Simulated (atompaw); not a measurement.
# Li: generating and testing a PAW (atompaw) potential

Do these settings give a usable potential? It is generated, then checked for scattering, ghosts and hardness.

Method: atompaw 4.2.0.5, PBEsol, scalar-relativistic.

## Step 1: The atom and the settings

The settings as typed:

```
element                 : lithium (Li, Z = 3)
type                    : PAW
frozen core             : none
valence charge          : 3
reference configuration : 1s2 2s0.5 2p0 (charge +0.5)
partial waves           : 1s (bound): rc 0.50 bohr; 2s (bound): rc 1.40 bohr; 2p (bound, empty): rc 3.00 bohr; 2p channel at 0.35 Ry: rc 3.00 bohr; 3d channel at 0.1 Ry: rc 3.00 bohr; 3d channel at 2.35 Ry: rc 3.00 bohr
local potential         : ultrasoft scheme with l = 3 at -0.5 Ry, radius 2.95 bohr
core correction         : not asked for
augmentation charge     : sinc compensation charge, radius 2.40 bohr; PAW radius 3.00 bohr; waves and projectors: custom polynom gramschmidtortho
```

An earlier all-electron run gives the scale for the radii.

All-electron outer shells of the reference configuration (PBEsol, scalar-relativistic, ld1.x):

```
shell  level (eV)  outermost node (bohr)  outermost maximum (bohr)
   1s      -55.24                      –                      0.36
   2s       -5.25                   0.83                      2.97
   2p       -3.27                      –                      3.32
```

## Step 2: Generation

The input, Li.input:

```
Li 3
GGA-PBESOL scalarrelativistic loggrid 1500 logderivrange -6 5 276
2 2 0 0 0 0
2 0 0.5
2 1 0
0 0 0
v
v
v
2
3.00 2.40 2.95 2.40
n
y
0.35
n
y
0.1
y
2.35
n
custom polynom gramschmidtortho sinc
3 -0.5 ultrasoft
0.50
1.40
3.00
3.00
3.00
3.00
PWSCFOUT
UPFDX 0.0125d0 UPFXMIN -7.d0 UPFZMESH 3.d0
END
```

Launch:

```console
$ atompaw < Li.input > Li.log
```

What does the calculation give? Wanted: cutoffs for 10 and 1 mRy, occupied levels; bound ghosts; largest phase difference near zero energy, channels read; lowest eigenvalue of the overlap; share of valence orbitals outside the PAW sphere; UPF file.

**Answer**, as computed:

| quantity | value |
| --- | --- |
| cutoffs for 10 and 1 mRy, occupied levels | 160 Ry and 200 Ry |
| bound ghosts | none found |
| largest phase difference near zero energy, channels read | 0.001 rad |
| lowest eigenvalue of the overlap (Bessel basis) | 0.087 (s) |
| share of valence orbitals outside the PAW sphere | 1s 0 %, 2s 61 %, 2p 70 % |
| UPF file | written |

**Reading.** The potential is very hard: the looser tolerance needs 160 Ry. The slowest occupied level is 1s: taken alone it needs 200 Ry to come within 1 mRy, against 21 Ry for 2s. The Bessel-basis test finds no level below the valence levels. Near zero energy the phases of the channels with partial waves agree within 0.001 rad. These are tests on the free atom; a crystal test is still owed.
